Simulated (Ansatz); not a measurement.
Hf2Pd2Se2Br2O3:

```
Hf Pd Se Br O
1.0
     3.72613    0.00000    0.00000
    -1.86306    3.22692    0.00000
     0.00000    0.00000   17.00867
Hf Pd Se Br O
2 2 2 2 3
Direct
  0.66667 0.33333 0.93385
  0.33333 0.66667 0.06615
  0.00000 0.00000 0.30298
  0.00000 0.00000 0.69702
  0.33333 0.66667 0.22649
  0.66667 0.33333 0.77351
  0.66667 0.33333 0.39862
  0.33333 0.66667 0.60138
  0.33333 0.66667 0.92689
  0.66667 0.33333 0.07311
  0.00000 0.00000 0.00000
```

The cell was built by a generator and needn't be a form met in nature.

- Program: Ansatz 0.2.0
- Task: single point
- Functional: PBE
- Potentials or basis: Ansatz PAW
- Cutoff: 420 eV (not typed: the program's choice for these potentials)
- k mesh: 8 × 8 × 2
- Occupations: fermi-dirac, width 0.05 eV
- Spin: no spin polarisation

On this cell: pressure 0.0 GPa; largest force 0.053 eV/Å; band gap on the k mesh none (metal or under the smearing width).

The same run follows on a disturbed copy (atoms moved at random, drawn with an rms of 0.05 Å):

```xyz
11
Lattice="3.7261 0.0000 0.0000 -1.8631 3.2269 0.0000 0.0000 0.0000 17.0087" Properties=species:S:1:pos:R:3 pbc="T T T"
Hf    1.8430    1.0927   15.8478
Hf   -0.0279    2.1267    1.1012
Pd    0.0008   -0.0452    5.1341
Pd    0.0018   -0.0130   11.8640
Se    0.0134    2.1030    3.8680
Se    1.9108    1.0817   13.1303
Br    1.8471    1.0677    6.7893
Br    0.0282    2.1059   10.2204
O    -0.0222    2.1803   15.8140
O     1.8542    1.0981    1.2148
O    -0.0111    0.0323   -0.0082
```

Problem. What changes?

Solution. The energy (extrapolated to zero smearing) moves by +4.7 meV/atom; pressure 0.5 GPa; largest force 0.586 eV/Å; band gap on the k mesh none (metal or under the smearing width).

Forces on the atoms (eV/Å):
```
Hf  -0.027 -0.034  0.474
Hf   0.132  0.270 -0.006
Pd   0.046  0.054  0.186
Pd   0.341  0.028 -0.246
Se  -0.076  0.018 -0.220
Se  -0.316 -0.034  0.275
Br   0.004 -0.041 -0.063
Br  -0.069  0.003  0.015
O    0.111 -0.084 -0.569
O   -0.160 -0.255  0.191
O    0.015  0.076 -0.036
```

Stress tensor (GPa, compression positive):
```
 1.13 -0.07 -0.20
-0.07  0.32  0.13
-0.20  0.13  0.14
```

Caveats: this functional lacks dispersion, which binds the layers, so the pressure and a relaxed spacing across them are unreliable (some runs).
